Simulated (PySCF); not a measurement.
# CH6O2Si (SMILES C[SiH](O)O) at 6 levels

We compute a comparison of 6 runs (HF/STO-3G, B2PLYP/cc-pVDZ, M06-2X/cc-pVDZ, M06-L/cc-pVDZ, TPSS/cc-pVDZ, revPBE/cc-pVDZ) of CH6O2Si. 

The results are computed with PySCF 2.14.0.

2 further runs of the same task are left out: 2 set aside as unsound or not needed.

## Step 1: The system as given

CH6O2Si has 10 atoms, charge 0, and is taken as a singlet. SMILES: `C[SiH](O)O`. One bond was lengthened or shortened from a relaxed shape.

Bond lengths: C1–Si2 1.852 Å, Si2–O3 1.647 Å, Si2–O4 1.646 Å, C1–H5 1.093 Å, C1–H6 1.257 Å, C1–H7 1.092 Å, Si2–H8 1.484 Å, O3–H9 0.958 Å, O4–H10 0.958 Å. Some angles: C1–Si2–O3 105.2°, C1–Si2–O4 112.8°, O3–Si2–O4 112.2°, C1–Si2–H8 113.0°, O3–Si2–H8 110.8°, O4–Si2–H8 103.1°, Si2–C1–H5 111.0°, Si2–C1–H6 110.6°, Si2–C1–H7 110.8°, Si2–O3–H9 117.2°.

## Step 2: The energy at HF/STO-3G (run 1)

File input.py:

```python
from pyscf import gto, scf

system = gto.Mole()
system.atom = '''
C   -1.208918   0.326600  -0.285516
Si   0.601582   0.158800   0.067684
O    0.734482  -1.177200   1.021684
O    1.509082   0.037300  -1.300716
H   -1.597018  -0.571000  -0.774716
H   -1.853400   0.489100   0.780800
H   -1.400318   1.182600  -0.936516
H    1.172682   1.348700   0.745584
H    1.605582  -1.388100   1.360684
H    1.276182  -0.648800  -1.928016
'''
system.spin = 0
system.verbose = 3
system.max_memory = 1860
system.basis = 'sto-3g'
system.build()

mf = scf.RHF(system)
mf.conv_tol = 1e-10
mf.kernel()
if not mf.converged:
    mf = mf.newton().run(mf.mo_coeff, mf.mo_occ)

e_final = mf.e_tot
print('Final energy', e_final)
```

On the command line:

```sh
$ OMP_NUM_THREADS=1 python input.py
```

Standard output:

```text
converged SCF energy = -474.207187147677
Final energy -474.2071871476775
```

Run time: 0.75 s. Hardware: 1 thread of Intel Xeon at 2.70GHz, shared host; peak memory 0.1 GiB.

## Step 3: A single-point energy at B2PLYP/cc-pVDZ (run 2)

File job.py:

```python
from pyscf import gto, dft, mp

system = gto.M(
    atom=[
    ('C', (-1.208918, 0.326600, -0.285516)),
    ('Si', (0.601582, 0.158800, 0.067684)),
    ('O', (0.734482, -1.177200, 1.021684)),
    ('O', (1.509082, 0.037300, -1.300716)),
    ('H', (-1.597018, -0.571000, -0.774716)),
    ('H', (-1.853400, 0.489100, 0.780800)),
    ('H', (-1.400318, 1.182600, -0.936516)),
    ('H', (1.172682, 1.348700, 0.745584)),
    ('H', (1.605582, -1.388100, 1.360684)),
    ('H', (1.276182, -0.648800, -1.928016)),
],
    verbose=3,
    basis='cc-pvdz',
    max_memory=1860,
)

ks = dft.RKS(system)
ks.xc = '0.53*HF + 0.47*B88, 0.73*LYP'
ks.grids.level = 5
ks.conv_tol = 1e-10
ks.kernel()
if not ks.converged:
    ks = ks.newton().run(ks.mo_coeff, ks.mo_occ)

pt = mp.MP2(ks, frozen=8).run()
e_tot = ks.e_tot + 0.27 * pt.e_corr
print('PT2 part  %.8f' % (0.27 * pt.e_corr))
print(f'total energy: {e_tot:.8f} hartree')
```

On the command line:

```sh
$ OMP_NUM_THREADS=1 python job.py
```

Standard output:

```text
converged SCF energy = -481.229632302772
E(RMP2) = -481.985182450762  E_corr = -0.755550147990117
E(SCS-RMP2) = -481.974508788805  E_corr = -0.744876486032858
PT2 part  -0.20399854
total energy: -481.43363084 hartree
```

Wall time 22 s (1 thread of Intel Xeon at 2.70GHz, shared host); peak memory 0.46 GiB.

## Step 4: The energy at M06-2X/cc-pVDZ (run 3)

File run.py:

```python
from pyscf import gto, dft

molecule = gto.M(
    atom=[
    ('C', (-1.208918, 0.326600, -0.285516)),
    ('Si', (0.601582, 0.158800, 0.067684)),
    ('O', (0.734482, -1.177200, 1.021684)),
    ('O', (1.509082, 0.037300, -1.300716)),
    ('H', (-1.597018, -0.571000, -0.774716)),
    ('H', (-1.853400, 0.489100, 0.780800)),
    ('H', (-1.400318, 1.182600, -0.936516)),
    ('H', (1.172682, 1.348700, 0.745584)),
    ('H', (1.605582, -1.388100, 1.360684)),
    ('H', (1.276182, -0.648800, -1.928016)),
],
    verbose=4,
    max_memory=1860,
    basis='cc-pvdz',
    charge=0,
    spin=0,
)

myscf = dft.RKS(molecule)
myscf.xc = 'm06-2x'
myscf.grids.level = 5
myscf.conv_tol = 1e-10
myscf.kernel()
if not myscf.converged:
    myscf = myscf.newton().run(myscf.mo_coeff, myscf.mo_occ)

etot = myscf.e_tot
print(f'total energy: {etot:.8f} hartree')
```

On the command line:

```sh
$ OMP_NUM_THREADS=1 python run.py
```

Standard output:

```text
PySCF version 2.14.0

[... 79 lines left out ...]
converged SCF energy = -481.641120642405
total energy: -481.64112064 hartree
```

Wall time 33 s (1 thread of Intel Xeon at 2.70GHz, shared host); peak memory 0.51 GiB.

Runs 4 to 5 aren't shown in full; the table further down has their settings and results.

## Step 5: A single-point energy at revPBE/cc-pVDZ (run 6)

File start.xyz:

```xyz
10
CH6O2Si
C     -1.208918     0.326600    -0.285516
Si     0.601582     0.158800     0.067684
O      0.734482    -1.177200     1.021684
O      1.509082     0.037300    -1.300716
H     -1.597018    -0.571000    -0.774716
H     -1.853400     0.489100     0.780800
H     -1.400318     1.182600    -0.936516
H      1.172682     1.348700     0.745584
H      1.605582    -1.388100     1.360684
H      1.276182    -0.648800    -1.928016
```

File job.py:

```python
from pyscf import gto, dft

mol = gto.M(
    atom='start.xyz',
    max_memory=1860,
    verbose=3,
    basis='cc-pvdz',
    spin=0,
    charge=0,
)

mf = dft.RKS(mol, xc='revpbe')
mf.grids.level = 5
mf.conv_tol = 1e-10
mf.kernel()
if not mf.converged:
    mf = mf.newton().run(mf.mo_coeff, mf.mo_occ)

e_final = mf.e_tot
print('E(%s) = %.9f' % ('REVPBE', e_final))
```

On the command line:

```sh
$ OMP_NUM_THREADS=1 python job.py
```

Standard output:

```text
converged SCF energy = -481.608848948633
E(REVPBE) = -481.608848949
```

Run time: 23 s. Hardware: 1 thread of Intel Xeon at 2.70GHz, shared host; peak memory 0.46 GiB.

## Step 6: Overview of the runs

```
run           level  frozen core orbitals  integration grid  energy (Eh)  dipole moment (D)  HOMO energy (eV)  LUMO energy (eV)  wall time
  1       HF/STO-3G                     –                 –  -474.207187               0.33             -9.30             13.15     0.75 s
  2  B2PLYP/cc-pVDZ                     8                 5  -481.433631               1.01             -9.68              2.43       22 s
  3  M06-2X/cc-pVDZ                     –                 5  -481.641121               1.02             -9.63              2.12       33 s
  4   M06-L/cc-pVDZ                     –                 5  -481.715024               1.01             -7.08              1.14       38 s
  5    TPSS/cc-pVDZ                     –                 5  -481.783195               1.11             -6.88              0.64       38 s
  6  revPBE/cc-pVDZ                     –                 5  -481.608849               1.10             -6.68              0.48       23 s
```

## Step 7: Results

| quantity | value |
| --- | --- |
| run 6: total energy | -481.60885 Eh |
| run 6: dipole moment | 1.10 D |
| run 6: HOMO energy | -6.68 eV |
| run 6: LUMO energy | 0.48 eV |
| run 6: HOMO–LUMO gap | 7.16 eV |

What this shows: The dipole moment (its size) runs from 0.33 D (HF/STO-3G) to 1.11 D (TPSS/cc-pVDZ). The two ends differ in method and basis. The HOMO–LUMO gap runs from 7.16 eV (revPBE/cc-pVDZ) to 22.46 eV (HF/STO-3G). Totals of different functionals can't be ranked against each other. In run 1 the basis is minimal, so the values are rough. All runs together took 2.6 min, the longest 38 s.
